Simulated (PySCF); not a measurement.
# AlI: spin, charge, geometry and surroundings

How does AlI answer to another spin, charge, distance or environment?

Program: PySCF 2.14.0. Level of theory: each script names its method and basis. These are calculated values, not measurements.

2 further runs of the same task are left out: 2 that didn't finish.

### 1 Starting geometry

AlI: 2 atoms, charge 0, spin multiplicity 1.

Bond lengths: Al1–I2 2.630 Å.

### 2 The run that the others are compared with

Contents of input.py:

```python
from pyscf import gto, scf, mp

mol = gto.M(
    atom='Al 0 0 0; I 0 0 2.63',
    basis='def2-svp',
    ecp={'I': 'def2-svp'},
    charge=0,
    spin=0,
    verbose=3,
)
mf = scf.RHF(mol)
mf.kernel()
mp.MP2(mf, frozen=9).kernel()
mf.dip_moment()
print('orbital energies (hartree):', mf.mo_energy[..., max(0, mol.nelec[1]-3):mol.nelec[0]+3].round(4))
```

On the command line:

```bash
OMP_NUM_THREADS=1 python input.py
```

Its log is not repeated here.

Base result: E(SCF) = -538.544179 Eh, E(MP2) − E(SCF) = -0.15917 Eh, μ = 2.71 D (of the SCF density).

The bond length is a typed value, not an optimised one.

### 3 Quintet (UHF)

Edit 1 changes spin (2S): 0 → 4; SCF type: RHF → UHF.

Contents of input.py:

```python
from pyscf import gto, scf, mp

mol = gto.M(
    atom='Al 0 0 0; I 0 0 2.63',
    basis='def2-svp',
    ecp={'I': 'def2-svp'},
    charge=0,
    spin=4,
    verbose=3,
)
mf = scf.UHF(mol)
mf.kernel()
mp.MP2(mf, frozen=9).kernel()
mf.dip_moment()
print('orbital energies (hartree):', [e[max(0, n-3):n+3].round(4) for e, n in zip(mf.mo_energy, mol.nelec)])
```

On the command line:

```bash
OMP_NUM_THREADS=1 python input.py
```

### 4 Bond 3.287 Å

Edit 2 changes bond length: 2.63 Å → 3.287 Å.

input.py, as its differences from that of step 2:

```diff
@@ -3,3 +3,3 @@
 mol = gto.M(
-    atom='Al 0 0 0; I 0 0 2.63',
+    atom='Al 0 0 0; I 0 0 3.287',
     basis='def2-svp',
```

### 5 Bond 3.945 Å

Edit 3 changes bond length: 2.63 Å → 3.945 Å.

input.py, as its differences from that of step 2:

```diff
@@ -3,3 +3,3 @@
 mol = gto.M(
-    atom='Al 0 0 0; I 0 0 2.63',
+    atom='Al 0 0 0; I 0 0 3.945',
     basis='def2-svp',
```

### 6 Bond 5.26 Å

Edit 4 changes bond length: 2.63 Å → 5.26 Å.

input.py, as its differences from that of step 2:

```diff
@@ -3,3 +3,3 @@
 mol = gto.M(
-    atom='Al 0 0 0; I 0 0 2.63',
+    atom='Al 0 0 0; I 0 0 5.26',
     basis='def2-svp',
```

### 7 Bond 2.314 Å

Edit 5 changes bond length: 2.63 Å → 2.314 Å.

input.py, as its differences from that of step 2:

```diff
@@ -3,3 +3,3 @@
 mol = gto.M(
-    atom='Al 0 0 0; I 0 0 2.63',
+    atom='Al 0 0 0; I 0 0 2.314',
     basis='def2-svp',
```

Q: Predict the outcome of this session. Wanted: for each run, E(SCF); from base; SCF dipole; after the SCF.

As calculated:

```csv
run,E(SCF) (hartree),from base (eV),SCF dipole (D),after the SCF
base,-538.544179,0,2.71,"MP2 correlation -4.331 eV, core frozen"
quintet (UHF),-538.354349,+5.1655,3.86,"MP2 correlation -3.131 eV, core frozen"
bond 3.287 Å,-538.510713,+0.9106,7.73,"MP2 correlation -4.191 eV, core frozen"
bond 3.945 Å,-538.472706,+1.9449,12.23,"MP2 correlation -4.115 eV, core frozen"
bond 5.26 Å,-538.421020,+3.3513,20.46,"MP2 correlation -4.053 eV, core frozen"
bond 2.314 Å,-538.531070,+0.3567,0.28,"MP2 correlation -4.414 eV, core frozen"
```

In words: The largest comparable shift of the SCF energy, +5.166 eV, comes with the run “quintet (UHF)”. The quintet solution found lies 5.17 eV above the base singlet at this geometry and level.
